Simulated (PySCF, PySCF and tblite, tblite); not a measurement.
# C₅H₁₂NO+: a path driven as a shift of bonds, and NMR exchange

One table from this session's results is given with a row withheld; the runs are named, their logs left out.

Computed with tblite 0.8.0 (tight binding) and PySCF 2.14.0 (DFT, with response routines of our own); each step states its level. Atoms count from 0 throughout.

### The starting structure

19 atoms, charge 1, multiplicity 1; geometry from: force field or distance geometry start.

Bonds of the start (Å): C0–H7 1.10, C0–H8 1.09, C0–H9 1.09, C0–N1 1.47, C2–C3 1.51, C2–C4 1.54, C2–O6 1.44, C3–H12 1.09, C3–H13 1.10, C3–H14 1.10, C4–C5 1.53, C4–H15 1.10, C4–H16 1.09, C5–H17 1.10, C5–H18 1.09, C5–O6 1.45, N1–C2 1.49, N1–H10 1.02, N1–H11 1.03.

The first run:

Job settings and geometry (Å):

```
{"job": {"xc": "GFN2-xTB", "basis": "xTB", "kind": "relax"}, "charge": 1, "multiplicity": 1}
C     -2.121300     0.207700     0.207500
N     -1.051200     0.096800    -0.799800
C      0.260500    -0.210000    -0.169600
C      0.334700    -1.596600     0.412700
C      0.873800     0.946900     0.640100
C      2.036200     0.809700    -0.348600
O      1.245600    -0.042900    -1.210000
H     -1.862400     0.981900     0.945600
H     -3.027200     0.504700    -0.330700
H     -2.295600    -0.761400     0.686000
H     -0.957800     0.952400    -1.344500
H     -1.263400    -0.640000    -1.481500
H     -0.003300    -2.360400    -0.286000
H      1.367900    -1.853600     0.704500
H     -0.281600    -1.684100     1.325300
H      0.356700     1.912900     0.582900
H      1.118400     0.732300     1.678800
H      2.920200     0.278100     0.033900
H      2.340000     1.734800    -0.845900
```

The run is started by

```sh
$ OMP_NUM_THREADS=1 python ens_run.py task.json out
```

The driver reads the study from task.json and runs its stages one after another.

Steps of the session up to this table: GFN2-xTB relaxation, start minimum; Relaxed scan, to the middle; Relaxed scan, from the middle, back; Relaxed scan, from the middle, on; Nudged elastic band, leg 1; Saddle search, leg 1; DFT refinement, start: PBE0-D3(BJ)/def2-SVP; DFT refinement, end: PBE0-D3(BJ)/def2-SVP; Shieldings, start: PBE0/pcSseg-1; Shieldings, saddle of leg 1: PBE0/pcSseg-1; Shieldings, end: PBE0/pcSseg-1; Kinetics and line shapes; Shieldings, start: PBE0/pcSseg-1 in cyclohexane; Single-point energy, saddle of leg 1: PBE0/pcSseg-1 in cyclohexane; Shieldings, end: PBE0/pcSseg-1 in cyclohexane; Second level: PBE0/pcSseg-1 + D3(BJ), IEF-PCM cyclohexane.

One of the session's tables, all rows but one given; the rest of the session is left out.

Barriers by level (kcal/mol; entropies in cal/(mol K)). Zero-point and thermal terms come from xTB in every row. ΔG‡ leaves symmetry out; the rate counts one path; effective ΔG‡, where given, is the barrier that would give that rate by Eyring's equation alone:

```
                                      level    ΔE‡  with zero-point    ΔH‡  ΔG‡ (298 K)  ΔE of reaction
                                   GFN2-xTB      ?                ?      ?            ?               ?
                       PBE0-D3(BJ)/def2-SVP  28.56            24.94  24.73        25.17          -18.25
                     PBE0/pcSseg-1 + D3(BJ)  28.98            25.36  25.15        25.60          -18.28
PBE0/pcSseg-1 + D3(BJ), IEF-PCM cyclohexane  31.31            27.70  27.49        27.93          -15.78
```

Q: Estimate the row for GFN2-xTB from the others.

As computed: ΔE‡: 26.12; with zero-point: 22.50; ΔH‡: 22.29; ΔG‡ (298 K): 22.73; ΔE of reaction: -14.74. In the column «ΔE‡» it is the lowest.

Limits of these values: The moving atom is hydrogen and the barrier is narrow, so tunnelling, which is left out, should speed the exchange.
